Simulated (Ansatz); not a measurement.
CuF:

```xyz
2
Lattice="2.4710 0.0000 0.0000 0.0000 2.4710 0.0000 0.0000 0.0000 3.4165" Properties=species:S:1:pos:R:3 pbc="T T T"
Cu    0.0000    0.0000    0.0000
F     1.2355    1.2355    1.7083
```

The cell was built by a generator and needn't be a form met in nature.

```yaml
Program: Ansatz 0.2.0
Task: relaxation of cell and atoms
Functional: HF
Potentials_or_basis: Ansatz PAW
Cutoff: "420 eV (not typed: the program's choice for these potentials)"
k_mesh: 6 × 6 × 4
Occupations: fermi-dirac, width 0.05 eV
Spin: no spin polarisation
```

At the start: volume 10.43 Å³/atom.

Task: Where does the relaxation end?

Result: It ends after 12 steps and the volume is 11.60 Å³/atom (+11.2 %); space group Pm-3m (No. 221, to 0.05 Å).

The path:
```tsv
step	energy change (eV)	largest force (eV/Å)	volume (Å³)
1	0.0000	0.0000	20.86
2	-0.3542	0.0000	21.23
3	-0.5983	0.0000	21.66
4	-0.7219	0.0000	22.13
5	-0.7308	0.0000	22.40
6	-0.7307	0.0000	22.42
7	-0.7306	0.0000	22.43
8	-0.7675	0.0000	22.43
9	-0.7715	0.0000	22.98
10	-0.7703	0.0000	23.21
11	-0.7704	0.0000	23.20
12	-0.7773	0.0000	23.20
```

Final structure:
```cif
data_structure
_symmetry_space_group_name_H-M 'P 1'
_symmetry_Int_Tables_number 1
_cell_length_a 2.8525
_cell_length_b 2.8525
_cell_length_c 2.8518
_cell_angle_alpha 90.000
_cell_angle_beta 90.000
_cell_angle_gamma 90.000
_cell_volume 23.20
loop_
_atom_site_label
_atom_site_type_symbol
_atom_site_fract_x
_atom_site_fract_y
_atom_site_fract_z
_atom_site_occupancy
Cu1 Cu 0.00000 0.00000 0.00000 1
F1 F 0.50000 0.50000 0.50000 1
```

Caveat: the k mesh is coarse (spacing up to 0.46 Å⁻¹), so the values aren't converged, least of all with exact exchange; the plane-wave basis is chosen anew once the cell has moved, so the energies of steps on either side of that aren't comparable; the pressure holds a Pulay correction of +1.4 GPa for the finite cutoff; the PAW data sets come from PBE, with cores solved anew for the run's functional, which leaves a small shift of forces and pressure.
